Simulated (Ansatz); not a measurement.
# Si2Mo: the cost of one run

Program: Ansatz 0.2.0. Level of theory: DFT PBE, scalar-relativistic, plane waves, PAW. These are calculated values, not measurements.

## Step 1: The system as given

The structure is tetragonal, space group I4/mmm (No. 139). The conventional cell has a = 3.200 Å, b = 3.200 Å, c = 7.861 Å, α = 90.00°, β = 90.00°, γ = 90.00°. Si (site symmetry 4mm) is surrounded by 5 Si at 2.61 to 2.63 Å and 5 Mo at 2.62 Å. Mo (site symmetry 4/mmm) has 10 Si at 2.62 Å as nearest neighbours.

Coordinates:

```
CELL_PARAMETERS angstrom
-1.60000 1.60000 3.93050
1.60000 -1.60000 3.93050
1.60000 1.60000 -3.93050
ATOMIC_POSITIONS crystal
Si 0.33300 0.33300 0.00000
Si 0.66700 0.66700 0.00000
Mo 0.00000 0.00000 0.00000
```

The structure rests on an entry of the Crystallography Open Database; cell or positions may have been set otherwise for this series.

## Step 2: Relaxing cell and atoms: Si2Mo, no spin

input.yaml

```yaml
crystal:
  lattice:
    - [-1.6, 1.6, 3.9305]
    - [1.6, -1.6, 3.9305]
    - [1.6, 1.6, -3.9305]
  atoms:
    - { symbol: Si, position: [0.333, 0.333, 0.0] }
    - { symbol: Si, position: [0.667, 0.667, 0.0] }
    - { symbol: Mo, position: [0.0, 0.0, 0.0] }
scf:
  occupations: { method: methfessel_paxton, width: 0.1 }
output:
  forces: true
  stress: true
  eigenvalues: true
  write_density: true
  write_potential: true
  elf: true
  volumetric_format: npy
kpoints:
  mp_grid: { grid: [20, 20, 20] }
hamiltonian:
  xc: pbe
relax:
  f_tol: 0.01
  adjacent_minimum: "off"
  cell: { stress_tol: 0.05 }
```

Started as:

```sh
ansatz run input.yaml --threads 8 --pin off --max-ram 28672MiB --backend cpu --events-out ev --progress --plain --runs-dir out
```

What time and memory should one allow on 8 threads of Intel Xeon Platinum 8375C at 2.90GHz (Ice Lake), shared host?

About 14 s, with a peak of 0.78 GiB.
